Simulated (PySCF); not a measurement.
**LiN2Cl, a complex of two parts: interaction energy**

An exercise on one series of results from a longer session: the logs are not shown, and one member is left open.

Computed with PySCF 2.14.0; each step states its level. No surroundings beyond the atoms listed, unless a continuum is named. Atoms count from 0, parts from 1.

## The system as given

4 atoms, charge 0, multiplicity 1; geometry: GFN2-xTB. Parts: 1 = atoms 0–1, `[Li][Cl]`, charge 0; 2 = atoms 2–3, `N#N`, charge 0.

The first run:

The job: settings as JSON, then the geometry in Å.

```
{"job": {"xc": "PBE0", "basis": "def2-TZVPD", "d3": "d3bj", "grid": 3, "kind": "geom", "shake": 0.01}, "charge": 0, "multiplicity": 1, "parts": [{"atoms": "0-1", "charge": 0, "multiplicity": 1}, {"atoms": "2-3", "charge": 0, "multiplicity": 1}]}
Li     0.814206     0.102129    -0.666937
Cl    -0.788919    -0.076730     0.516682
N      3.088185     1.055330    -2.505556
N      2.336291     0.697956    -1.852807
```

Run with:

```sh
> OMP_NUM_THREADS=1 python cluster_run.py task.json out
```

One launch serves the whole session: the jobs run in the order shown.

Among the steps run: Geometry optimisation at PBE0-D3(BJ)/def2-TZVPD; Coupled-cluster interaction energy: CCSD(T) and MP2, 2.14 Å; Coupled-cluster interaction energy: CCSD(T) and MP2, 2.24 Å; Coupled-cluster interaction energy: CCSD(T) and MP2, 2.35 Å; Coupled-cluster interaction energy: CCSD(T) and MP2, 2.03 Å; Coupled-cluster interaction energy: CCSD(T) and MP2, 2.67 Å; Coupled-cluster interaction energy: CCSD(T) and MP2, 1.92 Å; Coupled-cluster interaction energy: CCSD(T) and MP2, 3.21 Å; Coupled-cluster interaction energy: CCSD(T) and MP2, 4.27 Å.

One table of the session follows, with a row left open; its other results are not shown here.

It belongs to the step «Coupled-cluster interaction energy: CCSD(T) and MP2, 4.27 Å». 

```
                 method  interaction energy (kcal/mol)
         HF/aug-cc-pVDZ                          -0.66
        MP2/aug-cc-pVDZ                          -0.81
       CCSD/aug-cc-pVDZ                          -0.77
    CCSD(T)/aug-cc-pVDZ                              ?
         HF/aug-cc-pVQZ                          -0.66
        MP2/aug-cc-pVQZ                          -0.80
    SCS-MP2/aug-cc-pVQZ                          -0.80
      MP2, extrapolated                          -0.80
CCSD(T), limit estimate                          -0.77
```

Estimate the missing values for CCSD(T)/aug-cc-pVDZ.

The run gave: interaction energy (kcal/mol): -0.78. In the column «interaction energy (kcal/mol)» it lies between MP2, extrapolated (-0.80) and CCSD/aug-cc-pVDZ (-0.77).
